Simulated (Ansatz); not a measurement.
# C₂H₃ClFSi radical: a ladder of functionals and wavefunction methods

An exercise on one series of results from a longer session: the logs are not shown, and one member is left open.

Method: functionals in def2-TZVPP, the program's frozen cores in correlated methods; program: Ansatz 0.2.0, Gaussian basis.

The runs, in order: LDA (SPW92), PBE-D4, revPBE-D4, BLYP-D4, r2SCAN-D4, B97M-V, PBE0-D4, B3LYP-D4, r2SCANh-D4, r2SCAN0-D4, HSE06-D4, BHLYP-D4, CAM-B3LYP-D4, LC-ωPBE, ωB97X-V, ωB97M-V, B2PLYP, PBE-QIDH; CCSD(T)/def2-SVP; CCSD(T)/def2-TZVPP; MP2/def2-QZVPP; extrapolation to the limit; RPA on PBE.

### The geometry

The geometry comes from an earlier relaxation with PBE0-D4 in a triple-zeta def2 set; it is a stationary point, not always the lowest conformer.

8 atoms, charge 0, spin multiplicity 2.

Atoms are counted from 1 here; the program's logs count them from 0.

Bond lengths: C1–C2 1.305 Å, C1–H6 1.082 Å, C2–Si3 1.849 Å, C2–H7 1.091 Å, Si3–F4 1.591 Å, Si3–Cl5 2.041 Å, Si3–H8 1.474 Å. Angles: C2–C1–H6 137.2°, C1–C2–Si3 118.6°, C1–C2–H7 121.3°, Si3–C2–H7 120.1°, C2–Si3–F4 110.2°, C2–Si3–Cl5 110.4°, C2–Si3–H8 111.3°, F4–Si3–Cl5 106.9°, F4–Si3–H8 108.5°, Cl5–Si3–H8 109.3°.

The first run:

in.yaml

```yaml
crystal:
  periodic: [false, false, false]
  atoms:
    - {symbol: C, position_ang: [-1.101760, -0.701317, -1.266484]}
    - {symbol: C, position_ang: [-0.005242, -0.822380, -0.570043]}
    - {symbol: Si, position_ang: [0.462688, 0.542021, 0.586642]}
    - {symbol: F, position_ang: [1.852344, 1.181748, 0.149429]}
    - {symbol: Cl, position_ang: [0.711032, -0.181824, 2.478852]}
    - {symbol: H, position_ang: [-1.894080, 0.027177, -1.379292]}
    - {symbol: H, position_ang: [0.625362, -1.708386, -0.655721]}
    - {symbol: H, position_ang: [-0.558244, 1.605762, 0.600817]}
basis:
  gaussian: {orbitals: def2-TZVPP}
magnetization: {spin_polarized: true, initial_magnetization: 1}
hamiltonian: {xc: lda}
output: {orbitals: {seedname: orbitals}}
```

Among the steps run: LDA; PBE-D4 (GGA); revPBE-D4 (GGA); BLYP-D4 (GGA); r2SCAN-D4 (meta-GGA); B97M-V (meta-GGA); PBE0-D4 (hybrid); B3LYP-D4 (hybrid); r2SCANh-D4 (hybrid); r2SCAN0-D4 (hybrid); HSE06-D4 (hybrid); BHLYP-D4 (hybrid); CAM-B3LYP-D4 (range-separated); LC-ωPBE-D4 (range-separated; the results give it without D4); ωB97X-V (range-separated); ωB97M-V (range-separated); B2PLYP (double hybrid); PBE-QIDH (double hybrid).

One of the session's tables, all rows but one given; the rest of the session is left out.

It belongs to the step «Orbital energies across the functionals». 

```
  functional  HOMO (eV)  LUMO (eV)  gap (eV)
 LDA (SPW92)      -5.61      -4.10      1.51
      PBE-D4      -5.64      -3.58      2.05
   revPBE-D4      -5.60      -3.44      2.16
     BLYP-D4      -5.46      -3.62      1.85
   r2SCAN-D4      -6.09      -2.88      3.21
      B97M-V      -5.90      -3.32      2.58
     PBE0-D4      -7.09      -2.38      4.71
    B3LYP-D4      -6.78      -2.86      3.92
  r2SCANh-D4      -6.62      -2.48      4.14
  r2SCAN0-D4      -7.42      -1.89      5.53
    HSE06-D4      -6.68      -2.77      3.91
    BHLYP-D4      -8.39      -1.31      7.08
CAM-B3LYP-D4          ?          ?         ?
     LC-ωPBE      -9.88       0.15     10.03
     ωB97X-V      -9.35      -0.39      8.96
     ωB97M-V      -9.09      -0.52      8.57
```

**Question.** Estimate the row for CAM-B3LYP-D4.

The run gave: HOMO (eV): -8.43; LUMO (eV): -1.40; gap (eV): 7.03. In the column «HOMO (eV)» it lies between ωB97M-V (-9.09) and BHLYP-D4 (-8.39).
